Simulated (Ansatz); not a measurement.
# CH₇BSSi, SMILES CB([SiH3])S: a rigid torsion scan

With the Ansatz DFT code, driven from Python.

Run as a notebook:

In [1]:
```python
import ansatz as az
from ase import Atoms
```

In [2]:
```python
atoms = Atoms(["C", "B", "Si", "S", "H", "H", "H", "H", "H", "H", "H"], positions=[
    (-0.0974, 1.2686, -0.8255),
    (-0.4154, -0.1128, -0.1876),
    (0.5699, -0.6673, 1.3562),
    (-1.6288, -1.2549, -0.926),
    (0.9139, 1.3712, -1.1836),
    (-0.3483, 2.1224, -0.0895),
    (-0.7833, 1.4632, -1.7098),
    (0.2151, -1.9992, 1.7695),
    (0.3685, 0.2933, 2.5129),
    (2.0368, -0.6834, 1.0603),
    (-0.7656, -1.8583, -1.7562),
])
```

In [3]:
```python
# relax first, so that the scan starts from a minimum
first = (
    az.Crystal.molecule_from_ase(atoms).calculation()
    .basis(gaussian="6-31G*")
    .functional("hf")
    .relax(force_tolerance=0.02, max_steps=80)
)
atoms.positions = first.run(threads=1).report["positions_ang"]
```

In [4]:
```python
start = atoms.get_dihedral(0, 1, 3, 10)
energies = {}
for turn in range(0, 360, 30):
    turned = atoms.copy()
    turned.set_dihedral(0, 1, 3, 10, start + turn, indices=[3, 10])
    model = az.Crystal.molecule_from_ase(turned).calculation()
    model = model.basis(gaussian="6-31G*").functional("hf")
    energies[round((start + turn) % 360)] = model.run(threads=1).report["free_energy_ev"]
floor = min(energies.values())
print("dihedral C0-B1-S3-H10 (deg)   E - E(min) (kJ/mol)")
for angle, e in sorted(energies.items()):
    print(f"{angle:8d} {96.485332 * (e - floor):14.3f}  " + "#" * int(30 * (e - floor) / max(max(energies.values()) - floor, 1e-9)))
```
```text
dihedral C0-B1-S3-H10 (deg)   E - E(min) (kJ/mol)
      30         17.956  ######
      60         59.699  #####################
      90         84.845  ##############################
     120         60.465  #####################
     150         20.182  #######
     180          2.922  #
     210         20.226  #######
     240         60.495  #####################
     270         84.825  #############################
     300         59.675  #####################
     330         17.964  ######
     360          0.000
```

The scan is rigid and the energies are electronic, in a modest basis. With rigid groups the curve can differ much from the relaxed path, the start wasn't checked as a minimum of this torsion, and equivalent turns needn't return to the same energy. Run time: 52 s on 1 thread of Arm Neoverse V1 (shared host), peak memory 0.23 GiB.
